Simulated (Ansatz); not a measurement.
Below is the output of a Python script on the Python package of Ansatz (0.2.0) that makes a ladder of methods at one geometry of C3H5FSi, SMILES FC1([SiH3])C=C1. Write a script that gives it. Use (for the species named): B3LYP, def2-SVP basis, multiplicity 1. The script varies functional: b3lyp, blyp, hf, revpbe, pbe0, pbe.

Input file `c3h5fsi.xyz`:
```text
10

F    -1.51750   -0.67350   -1.06370
C    -0.53090   -0.02650   -0.38260
Si    0.59020   -1.12290    0.56690
C    -0.70090    1.31200    0.09760
C    -0.00730    1.17930   -0.96290
H    -0.10770   -1.87430    1.62510
H     1.33430   -2.10010   -0.30330
H     1.72480   -0.32760    1.26660
H    -1.27020    1.93700    0.84630
H     0.56830    1.64530   -1.68710
```

```console
$ python c3h5fsi_methods.py
functional    E (Ha)        dipole (D)   HOMO (eV)  LUMO (eV)
b3lyp         -506.304727     2.107      -7.622     -0.738
blyp          -506.207651     2.001      -6.426     -1.396
hf            -504.504498     2.390     -10.633      3.387
revpbe        -506.158571     2.029      -6.554     -1.508
pbe0          -505.927139     2.157      -7.884     -0.559
pbe           -505.882917     2.032      -6.601     -1.597
```

One script that gives this output:

`c3h5fsi_methods.py`
```python
# -*- coding: utf-8 -*-
from pathlib import Path
import warnings

import ansatz as az
import numpy as np

warnings.simplefilter('ignore', az.DeckWarning)

geometry = az.Crystal.molecule_from_extxyz('c3h5fsi.xyz')

calc = geometry.calculation().basis(gaussian='def2-SVP').accuracy('medium')

print('functional    E (Ha)        dipole (D)   HOMO (eV)  LUMO (eV)')
for name in ['b3lyp', 'blyp', 'hf', 'revpbe', 'pbe0', 'pbe']:
    report = calc.functional(name).forces().orbitals().run(threads=1, backend='cpu', runs_dir='runs').report
    lines = Path(report['orbitals_path']).read_text().splitlines()
    field_of = lambda key: [line.split('=')[1].strip() for line in lines if line.startswith(key)]
    orbitals = [(27.211386 * float(e), s, float(n)) for e, s, n in zip(field_of('Ene='), field_of('Spin='), field_of('Occup='))]
    homo = max(e for e, _, n in orbitals if n > 0.5)
    lumo = min(e for e, _, n in orbitals if n < 0.5)
    dipole = 4.803205 * np.linalg.norm(report['charge_distribution']['dipole_moment_e_ang'])
    print(f'{name:10s} {report["free_energy_ev"] / 27.211386246:14.6f} {dipole:9.3f} {homo:11.3f} {lumo:10.3f}')
```

Caveats:
- These settings explore the input space; basis and method may be short of convergence.
- The geometry is a force-field or estimated start, not a minimum of this method, and the basis set is short of its limit. A lower total doesn't mark the better method: functionals have no common bound, and MP2 and coupled cluster aren't variational.
- b3lyp holds the VWN-RPA fit, as in Gaussian; the form of ORCA and Turbomole is b3lyp5.
- Levels such as HOMO and LUMO are orbital energies: with these approximate functionals they aren't the ionisation energy and electron affinity, and their gap isn't the fundamental gap.
- Hardware and time: 16 s on 1 thread of Intel(R) Xeon(R) Processor @ 2.30GHz (shared host), peak memory 0.3 GiB.
